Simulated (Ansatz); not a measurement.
Which YAML input does this script hand to the engine? (the Ansatz DFT code, driven from Python)

`deck_ch9ge2nse.py`:
```python
"""CH9Ge2NSe through the session interface."""

import ansatz as az

deck = {
    "crystal": {
        "periodic": [False, False, False],
        "atoms": [
            {"symbol": "C", "position_ang": [2.3798, -0.2376, -0.3353]},
            {"symbol": "N", "position_ang": [1.1445, -0.5997, 0.3515]},
            {"symbol": "Ge", "position_ang": [0.1871, 0.962, 0.7334]},
            {"symbol": "Se", "position_ang": [-1.8103, 0.4124, 1.8558]},
            {"symbol": "Ge", "position_ang": [-2.7204, -0.4791, -0.1262]},
            {"symbol": "H", "position_ang": [2.1631, 0.3058, -1.2816]},
            {"symbol": "H", "position_ang": [3.015, 0.3922, 0.3238]},
            {"symbol": "H", "position_ang": [2.947, -1.16, -0.5808]},
            {"symbol": "H", "position_ang": [0.563, -1.1572, -0.3148]},
            {"symbol": "H", "position_ang": [-0.1432, 1.7078, -0.5849]},
            {"symbol": "H", "position_ang": [1.0443, 1.8806, 1.6411]},
            {"symbol": "H", "position_ang": [-4.2065, -0.8494, 0.1119]},
            {"symbol": "H", "position_ang": [-2.6268, 0.5744, -1.2595]},
            {"symbol": "H", "position_ang": [-1.9366, -1.7521, -0.5345]},
        ],
    },
    "basis": {"gaussian": {"orbitals": "def2-SVP"}},
    "hamiltonian": {"xc": "pbe0"},
}
session = az.Session.from_dict(deck)
report = session.plan(threads=1).execute().report

for key in ("converged", "free_energy_ev", "reference_energy_ev", "n_frozen", "n_occupied", "n_virtual"):
    print(f"{key:22s} {report[key]}")
symbols = ["C", "N", "Ge", "Se", "Ge", "H", "H", "H", "H", "H", "H", "H", "H", "H"]
field = report["mean_field"]
print("<S^2> =", round(abs(field["state"]["spin_squared"]), 4), " all-electron relativity setting:", field["relativity"])
print("passes:", field["passes"])
if "symmetry" in field:
    print("occupied orbitals by irrep:", field["symmetry"]["occupied"])
```

`python deck_ch9ge2nse.py` gives:
```text
converged              True
free_energy_ev         -181011.65622568585
reference_energy_ev    -181011.65622568585
n_frozen               0
n_occupied             [60, 60]
n_virtual              [109, 109]
<S^2> = 0.0  all-electron relativity setting: none
passes: {'evaluations': 15, 'products': 12}
occupied orbitals by irrep: [{'A': 60}, {'A': 60}]
```

`input.yaml`:
```yaml
crystal:
  periodic: [false, false, false]
  atoms:
    - { symbol: C, position_ang: [2.3798, -0.2376, -0.3353] }
    - { symbol: "N", position_ang: [1.1445, -0.5997, 0.3515] }
    - { symbol: Ge, position_ang: [0.1871, 0.962, 0.7334] }
    - { symbol: Se, position_ang: [-1.8103, 0.4124, 1.8558] }
    - { symbol: Ge, position_ang: [-2.7204, -0.4791, -0.1262] }
    - { symbol: H, position_ang: [2.1631, 0.3058, -1.2816] }
    - { symbol: H, position_ang: [3.015, 0.3922, 0.3238] }
    - { symbol: H, position_ang: [2.947, -1.16, -0.5808] }
    - { symbol: H, position_ang: [0.563, -1.1572, -0.3148] }
    - { symbol: H, position_ang: [-0.1432, 1.7078, -0.5849] }
    - { symbol: H, position_ang: [1.0443, 1.8806, 1.6411] }
    - { symbol: H, position_ang: [-4.2065, -0.8494, 0.1119] }
    - { symbol: H, position_ang: [-2.6268, 0.5744, -1.2595] }
    - { symbol: H, position_ang: [-1.9366, -1.7521, -0.5345] }
basis:
  gaussian: { orbitals: def2-SVP }
hamiltonian:
  xc: pbe0
```

The program run on that file:
```console
$ ansatz run input.yaml --threads 1 --pin off --max-ram 4096MiB --backend cpu --events-out ev --progress --plain --runs-dir out
Engine: ansatz 0.2.0, x86_64-unknown-linux-gnu
Functional definition: PBE0
  parameter a = 0.25
  parameter kappa = 0.804
  parameter beta = 0.06672455060314922
  exchange = (1 - a)*pbe_x(kappa = kappa, mu = beta*pi^2/3) + a*exact_x
  correlation = pbe_c(beta = beta)
1694 factors; integrals over basis functions are off by at most 1.4e-3 eV
mean field evaluation 1: about -181006.0983 eV, gradient 5.1e1 eV
mean field evaluation 2: about -180996.5987 eV, gradient 8.1e1 eV
mean field evaluation 4: about -181011.5329 eV, gradient 4.1e0 eV
mean field evaluation 8: about -181011.6561 eV, gradient 1.8e-1 eV
mean field evaluation 16: about -181011.6562 eV, gradient 7.6e-5 eV
mean field -181011.65619276 eV, -6652.0556709765 hartree, gradient 7.6e-5 eV, S^2 0.000000; 0 other end points of the search recorded, 0 dependent functions left out
reference -181011.65622569 eV, -6652.0556721866 hartree; 60, 60 occupied and 109, 109 virtual orbitals, 1694 factors
Total energy: -181011.65622569 eV, -6652.0556721866 hartree
```

Total energies depend on the basis set; only differences at equal settings carry meaning. The geometry is a force-field or estimated start, not a minimum of this method, and the basis set is short of its limit. Finished in 10 s on 1 thread of AMD EPYC 7B13 (Zen 3) (shared host), peak memory 0.58 GiB.

(Lines on the test bed's own set-up are left out of the output.)
